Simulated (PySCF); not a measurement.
# C3H9BF2Si2: electronic excitations

Aim: predict the electronic excitations of C3H9BF2Si2 (`C[Si]1(B(F)F)C[SiH2]C1`).

Computed with PySCF 2.14.0, with density-fitted response routines of our own, on a single molecule in the gas phase. Atoms are numbered from 0 throughout.

### 1 Starting geometry

17 atoms, charge 0, multiplicity 1; geometry from: GFN2-xTB.

Bonds of the start (Å): C0–Si1 1.91, Si1–B2 1.98, B2–F3 1.32, B2–F4 1.32, Si1–C5 1.93, C5–Si6 1.92, Si6–C7 1.92, C7–Si1 1.93, C0–H8 1.09, C0–H9 1.09, C0–H10 1.09, C5–H11 1.09, C5–H12 1.09, Si6–H13 1.46, Si6–H14 1.47, C7–H15 1.09, C7–H16 1.09.

### 2 Excited states and response: B3LYP/def2-SVPD

What the job is given:

```
{"job": {"kind": "uv", "xc": "B3LYP", "basis": "def2-SVPD", "nstates": 8, "ntriplets": 3}, "charge": 0, "multiplicity": 1}
C     -1.833759    -1.200307    -0.138585
Si    -0.539400     0.199659    -0.098009
B     -1.259739     2.016490    -0.394093
F     -0.499866     3.098183    -0.405106
F     -2.531101     2.312094    -0.602694
C      1.000882    -0.226526    -1.186929
Si     2.145998    -0.354417     0.346024
C      0.623937     0.051610     1.439709
H     -2.339985    -1.244349    -1.098327
H     -1.366375    -2.164358     0.033244
H     -2.594404    -1.060435     0.623695
H      1.289219     0.546752    -1.894069
H      0.907373    -1.147445    -1.755148
H      3.210453     0.649641     0.391759
H      2.703443    -1.691095     0.568153
H      0.727012     0.961886     2.024404
H      0.349314    -0.735352     2.136062
```

Level: TDDFT B3LYP/def2-SVPD, vertical, gas phase, core orbitals frozen in the response.

The run is started by

```console
$ OMP_NUM_THREADS=1 python probes_run.py task.json out
```

The driver reads the jobs from task.json and runs them one after another.

Predict these results of the whole session: lowest singlet (B3LYP/def2-SVPD); brightest single state of those computed; lowest triplet.

The runs gave:

| quantity | value |
| --- | --- |
| lowest singlet (B3LYP/def2-SVPD) | 4.93 eV (252 nm), f = 0.007 |
| brightest single state of those computed | state 3, 5.94 eV, f = 0.185 |
| lowest triplet | 4.44 eV |

What this shows: The lowest singlet, at 4.93 eV, is HOMO→LUMO 0.99 and is weak; of the 8 states computed, the strongest absorption comes from state 3 at 5.94 eV. The lowest triplet lies 0.48 eV below the lowest singlet (triplets in Tamm-Dancoff, singlets in full TDDFT).
